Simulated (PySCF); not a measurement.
**GaS⁻ with other numerical set-ups**

Aim: see how much the energy and properties of GaS⁻ depend on the numerical set-up.

Computed with PySCF 2.14.0. Level: method and basis as typed in the scripts.

## 1. Where the work starts

GaS⁻: 2 atoms, charge -1, spin multiplicity 1.

Bond lengths: Ga1–S2 2.175 Å.

## 2. The run that the others are compared with

File input.py:

```python
from pyscf import gto, scf, mp

mol = gto.M(
    atom='Ga 0 0 0; S 0 0 2.175',
    basis='ano-rcc-vdzp',
    charge=-1,
    spin=0,
    symmetry=True,
    verbose=4,
)
mf = scf.RHF(mol)
mf = mf.sfx2c1e()
mf.kernel()
mp.MP2(mf, frozen=14).kernel()
mf.dip_moment()
print('orbital energies (hartree):', mf.mo_energy[..., max(0, mol.nelec[1]-3):mol.nelec[0]+3].round(4))
```

Run with:

```
OMP_NUM_THREADS=1 python input.py
```

Its log is not repeated here.

It gives: E(SCF) = -2340.904905 Eh, 10 cycles, E(MP2) − E(SCF) = -0.38718 Eh.

The bond length is a typed value, not an optimised one. The dipole of an ion depends on the origin.

## 3. Pcseg-1 (X2C off)

Variant 1 changes basis set: ano-rcc-vdzp → pcseg-1; spin-free X2C: on → off.

File input.py:

```python
from pyscf import gto, scf, mp

mol = gto.M(
    atom='Ga 0 0 0; S 0 0 2.175',
    basis='pcseg-1',
    charge=-1,
    spin=0,
    symmetry=True,
    verbose=4,
)
mf = scf.RHF(mol)
mf.kernel()
mp.MP2(mf, frozen=14).kernel()
mf.dip_moment()
print('orbital energies (hartree):', mf.mo_energy[..., max(0, mol.nelec[1]-3):mol.nelec[0]+3].round(4))
```

Run with:

```
OMP_NUM_THREADS=1 python input.py
```

## 4. Lanl2dz (core potential on, X2C off)

Variant 2 changes basis set: ano-rcc-vdzp → lanl2dz; core potential: off → on; spin-free X2C: on → off; frozen orbitals: 14 → none. The core potential changes with it, and so the count of electrons: totals don't compare.

input.py: that of step 2 with these lines changed.

```diff
@@ -4,3 +4,4 @@
     atom='Ga 0 0 0; S 0 0 2.175',
-    basis='ano-rcc-vdzp',
+    basis='lanl2dz',
+    ecp={'Ga': 'lanl2dz', 'S': 'lanl2dz'},
     charge=-1,
@@ -11,5 +12,4 @@
 mf = scf.RHF(mol)
-mf = mf.sfx2c1e()
 mf.kernel()
-mp.MP2(mf, frozen=14).kernel()
+mp.MP2(mf).kernel()
 mf.dip_moment()
```

## 5. Density fitting auto

Variant 3 changes density fitting: none → auto.

input.py: that of step 2 with these lines changed.

```diff
@@ -12,2 +12,3 @@
 mf = mf.sfx2c1e()
+mf = mf.density_fit()
 mf.kernel()
```

## 6. Cc-pvdz-dk

Variant 4 changes basis set: ano-rcc-vdzp → cc-pvdz-dk.

input.py: that of step 2 with these lines changed.

```diff
@@ -4,3 +4,3 @@
     atom='Ga 0 0 0; S 0 0 2.175',
-    basis='ano-rcc-vdzp',
+    basis='cc-pvdz-dk',
     charge=-1,
```

Q: Predict the outcome of this session. Wanted: for each run, E(SCF); from base; gap; after the SCF.

As calculated:

| run | E(SCF) (hartree) | from base (eV) | cycles | gap (eV) | functions | after the SCF |
| --- | --- | --- | --- | --- | --- | --- |
| base | -2340.904905 | 0 | 10 | 9.49 | 45 | MP2 correlation -10.536 eV |
| pcseg-1 (X2C off) | -2320.569999 | not comparable | 10 | 9.07 | 45 | MP2 correlation -5.217 eV |
| lanl2dz (core potential on, X2C off) | -11.932080 | not comparable | 8 | 8.73 | 16 | MP2 correlation -1.938 eV |
| density fitting auto | -2340.904874 | +0.0008 | 10 | 9.49 | 45 | MP2 correlation -10.536 eV |
| cc-pvdz-dk | -2340.797143 | +2.9324 | 10 | 9.07 | 45 | MP2 correlation -5.561 eV |

In words: The largest comparable shift of the SCF energy, +2.932 eV, comes with the run “cc-pvdz-dk”. cc-pvdz-dk (45 functions) gives an energy 2.93 eV higher than ano-rcc-vdzp (45).
